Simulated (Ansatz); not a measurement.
# BaMnAsF: the cost of one run

Method: DFT PBE+U (U_eff = 3.9 eV on Mn 3d), scalar-relativistic, plane waves, PAW, in Ansatz 0.2.0.

These runs use a low cutoff (300 eV) and a coarse mesh on purpose, to show what cheap settings give: their numbers aren't properties of the material.

## (1) Starting point

The structure is tetragonal, space group P4/nmm (No. 129). The conventional cell has a = 4.373 Å, b = 4.373 Å, c = 9.640 Å, α = 90.00°, β = 90.00°, γ = 90.00°. Ba (site symmetry 4mm) is surrounded by 4 F at 2.66 Å. Mn (site symmetry -4m2) has 4 As at 2.67 Å as nearest neighbours. As (site symmetry 4mm) has 4 Mn at 2.67 Å as nearest neighbours. F (site symmetry -4m2) has 4 Ba at 2.66 Å as nearest neighbours.

As a file:

```cif
data_structure
_symmetry_space_group_name_H-M 'P 1'
_symmetry_Int_Tables_number 1
_cell_length_a 4.3734
_cell_length_b 4.3734
_cell_length_c 9.6398
_cell_angle_alpha 90.000
_cell_angle_beta 90.000
_cell_angle_gamma 90.000
_cell_volume 184.38
loop_
_atom_site_label
_atom_site_type_symbol
_atom_site_fract_x
_atom_site_fract_y
_atom_site_fract_z
_atom_site_occupancy
Ba1 Ba 0.50000 0.00000 0.34283 1
Ba2 Ba 0.00000 0.50000 0.65717 1
Mn1 Mn 0.50000 0.50000 0.00000 1
Mn2 Mn 0.00000 0.00000 0.00000 1
As1 As 0.00000 0.50000 0.15949 1
As2 As 0.50000 0.00000 0.84051 1
F1 F 0.50000 0.50000 0.50000 1
F2 F 0.00000 0.00000 0.50000 1
```

This cell comes from an earlier session at PBE+U (U_eff = 3.9 eV on Mn 3d): 23.047 Å³/atom at -0.01 GPa, on a 4×4×2 mesh. The large moments point both ways and cancel.

Volume factors to run: 0.980, 1.020, 0.960, 1.040.

## (2) At 0.980 of the relaxed volume

input.yaml reads:

```yaml
crystal:
  lattice:
    - [4.3440433405, 0.0, 0.0]
    - [0.0, 4.3440433405, 0.0]
    - [0.0, 0.0, 9.575080181]
  atoms:
    - { symbol: Ba, position: [0.5, 0.0, 0.3428326746] }
    - { symbol: Ba, position: [0.0, 0.5, 0.6571673254] }
    - { symbol: Mn, position: [0.5, 0.5, 0.0], spin: 4.8 }
    - { symbol: Mn, position: [0.0, 0.0, 0.0], spin: -4.8 }
    - { symbol: As, position: [0.0, 0.5, 0.1594949408] }
    - { symbol: As, position: [0.5, 0.0, 0.8405050592] }
    - { symbol: F, position: [0.5, 0.5, 0.5] }
    - { symbol: F, position: [0.0, 0.0, 0.5] }
basis:
  ecutwfc: 300
  ecutrho_ratio: 4
kpoints:
  mp_grid: { grid: [4, 4, 2] }
hamiltonian:
  xc: pbe
  hubbard:
    sites:
      - { species: Mn, l: d, u_eff: 3.9, starting_ns: start.occupation_matrices }
    ns_hold: { iters: 6 }
scf:
  occupations: { method: gaussian, width: 0.05 }
  lower_state_search: "off"
output:
  forces: true
  stress: true
  eigenvalues: true
  populations: true
magnetization:
  spin_polarized: true
relax:
  f_tol: 0.01
  max_steps: 40
  cell: { stress_tol: 0.1, fix: [volume] }
```

start.occupation_matrices holds the open shells' occupation matrices from the neighbouring geometry.

Launch:

```bash
ansatz run input.yaml --threads 2 --pin off --max-ram 5120MiB --backend cpu --events-out ev --progress --plain --runs-dir out
```

What time and memory should one allow on 2 threads of Arm Neoverse V1, shared host?

About 72 s, with a peak of 0.55 GiB.
